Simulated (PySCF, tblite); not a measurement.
**C8H9OP: geometry, infrared bands and NMR shifts**

Wanted: the infrared bands and NMR shifts of C8H9OP (`O=[P@@H]1C[C@@H]1c1ccccc1`), by calculation.

Programs: tblite 0.8.0 and PySCF 2.14.0, with density-fitted response routines of our own. Each step states its level of theory. These are calculated values for one molecule in the gas phase, unless marked as measured. Atoms are numbered from 0 throughout.

### Step 1. The starting structure

19 atoms, charge 0, multiplicity 1; geometry from: force field or distance geometry start.

Bonds of the start (Å): O0–P1 1.49, P1–C2 1.82, C2–C3 1.53, C3–C4 1.45, C4–C5 1.40, C5–C6 1.39, C6–C7 1.40, C7–C8 1.38, C8–C9 1.36, C3–P1 1.77, C9–C4 1.40, P1–H10 1.41, C2–H11 1.11, C2–H12 1.09, C3–H13 1.13, C5–H14 1.09, C6–H15 1.07, C7–H16 1.09, C8–H17 1.10, C9–H18 1.09.

### Step 2. Geometry optimisation with GFN2-xTB

What the job is given:

```
{"job": {"kind": "relax", "xc": "GFN2-xTB", "basis": "xTB"}, "charge": 0, "multiplicity": 1}
O      2.071000     2.320600    -0.444100
P      2.572000     1.000600     0.042600
C      2.157500    -0.532500    -0.846800
C      1.403700    -0.261400     0.457500
C     -0.036000    -0.142000     0.284300
C     -0.621500     0.684800    -0.679000
C     -2.005600     0.760500    -0.803600
C     -2.820000     0.001600     0.041400
C     -2.229600    -0.823300     0.981900
C     -0.873300    -0.896100     1.111200
H      3.894600     0.944300     0.538800
H      1.513100    -0.457300    -1.752400
H      2.826800    -1.391500    -0.806300
H      1.740800    -0.975100     1.272800
H      0.010400     1.289600    -1.330100
H     -2.416600     1.416300    -1.545100
H     -3.904500     0.072000    -0.073600
H     -2.830700    -1.447400     1.667300
H     -0.461800    -1.554400     1.875700
```

Launch:

```bash
$ OMP_NUM_THREADS=1 python probes_run.py task.json out
```

This one command runs all jobs of the session in turn.

**Question.** This job is followed by: GFN2-xTB harmonic vibrations, gas phase; GIAO PBE0/pcSseg-1 NMR shielding, non-relativistic, gas phase. Predict these results of the whole session: strongest single infrared mode (GFN2-xTB); zero-point energy (GFN2-xTB); ¹³C shifts against TMS (PBE0/pcSseg-1, means over atoms taken as alike); ¹H shifts against TMS (PBE0/pcSseg-1, means over atoms taken as alike); ¹⁷O shifts against H2O (PBE0/pcSseg-1); ³¹P shifts against H3PO4 (PBE0/pcSseg-1).

As calculated:

```
                                                               quantity                                         value
                              strongest single infrared mode (GFN2-xTB)                         1289 cm⁻¹, 251 km/mol
                                           zero-point energy (GFN2-xTB)                                 90.7 kcal/mol
¹³C shifts against TMS (PBE0/pcSseg-1, means over atoms taken as alike)    142.2, 134.0, 133.0, 131.8, 28.6, 18.6 ppm
 ¹H shifts against TMS (PBE0/pcSseg-1, means over atoms taken as alike)  7.67, 7.66, 7.57, 7.18, 2.09, 1.60, 1.40 ppm
                                 ¹⁷O shifts against H2O (PBE0/pcSseg-1)                                      16.9 ppm
                               ³¹P shifts against H3PO4 (PBE0/pcSseg-1)                                     -94.9 ppm
```

What this shows: The optimisation took 93 steps and gained 0.372 eV; among the close pairs (by a distance rule), C3–H13 changed most, from 1.135 to 1.084 Å. No mode is imaginary among the 51: a minimum at this level. The strongest single mode, at 1289 cm⁻¹, moves mainly O0 and P1. GFN2-xTB is a fitted tight-binding method: band positions and strengths are rough. Its intensities can rank the bands wrongly. At PBE0/pcSseg-1: The largest span, 434 ppm, is at P1, where the paramagnetic term is -552 ppm. NICS(1)zz of -28 ppm above the planar ring from C4 marks a diatropic (aromatic) ring current.
